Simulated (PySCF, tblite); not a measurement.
**C6H6NO2 radical: geometry, infrared bands and EPR parameters**

Wanted: the infrared bands and EPR parameters of C6H6NO2 radical (`C=C1[C@@H](C=O)[C@@H]1N[C]=O`), by calculation.

Computed with tblite 0.8.0 and PySCF 2.14.0, with density-fitted response routines of our own, on a single molecule in the gas phase. Atoms count from 0, in the outputs and in this text.

### 1 The molecule as given

15 atoms, charge 0, multiplicity 2; geometry from: force field or distance geometry start.

Bonds of the start (Å): C0–C1 1.30, C1–C2 1.42, C2–C3 1.48, C3–O4 1.23, C2–C5 1.57, C5–N6 1.42, N6–C7 1.34, C7–O8 1.18, C5–C1 1.42, C0–H9 1.09, C0–H10 1.08, C2–H11 1.07, C3–H12 1.10, C5–H13 1.08, N6–H14 1.01.

### 2 Relaxing the molecule with GFN2-xTB

Job settings and geometry (Å):

```
{"job": {"kind": "relax", "xc": "GFN2-xTB", "basis": "xTB"}, "charge": 0, "multiplicity": 2}
C     -0.054600     1.869000    -1.199100
C     -0.120800     0.802900    -0.449700
C     -0.463000     0.266400     0.822400
C     -1.915800     0.179000     1.090400
O     -2.476400     0.989000     1.823900
C      0.150400    -0.585100    -0.349800
N      1.516600    -0.984000    -0.309300
C      1.852900    -2.180200     0.203200
O      2.138900    -3.237000     0.640100
H     -0.418200     2.829400    -0.824400
H      0.323000     1.827300    -2.211200
H      0.156000     0.530200     1.658900
H     -2.464900    -0.673800     0.658600
H     -0.491100    -1.234200    -0.928200
H      2.262600    -0.390800    -0.647900
```

Run with:

```
$ OMP_NUM_THREADS=1 python probes_run.py task.json out
```

This one command runs all jobs of the session in turn.

**Question.** This job is followed by: GFN2-xTB harmonic vibrations, gas phase; UKS B3LYP, pcH-1 on C H N O, non-relativistic, mean-field spin-orbit, GIAO. Predict these results of the whole session: strongest single infrared mode (GFN2-xTB); zero-point energy (GFN2-xTB); g(iso) (B3LYP); ⟨S²⟩; largest a(iso); potential on the surface of density 0.002 e/bohr³, 1st and 99th percentile.

As calculated:

| quantity | value |
| --- | --- |
| strongest single infrared mode (GFN2-xTB) | 1886 cm⁻¹, 735 km/mol |
| zero-point energy (GFN2-xTB) | 66.2 kcal/mol |
| g(iso) (B3LYP) | 2.00169 |
| ⟨S²⟩ | 0.753 (exact 0.75) |
| largest a(iso) | 13C on C7, 436.8 MHz |
| potential on the surface of density 0.002 e/bohr³, 1st and 99th percentile | -1.51 V and 2.52 V |

Over 117 steps the energy fell by 1.082 eV; of the close pairs, C1–C2 changed most, 1.422 to 1.486 Å. All 39 modes are real, so the xTB geometry is a minimum. The strongest single mode, at 1886 cm⁻¹, moves mainly C7 and O8. GFN2-xTB is a fitted tight-binding method: band positions and strengths are rough. Its intensities can rank the bands wrongly. C7 carries the largest spin population, 0.66 e. The isotropic g lies 0.6 ppt below the free-electron value. These values are for one conformer; the search (at its own cheap level) found 1 more, at 0.50 kcal/mol, and measured spectra average over such forms.
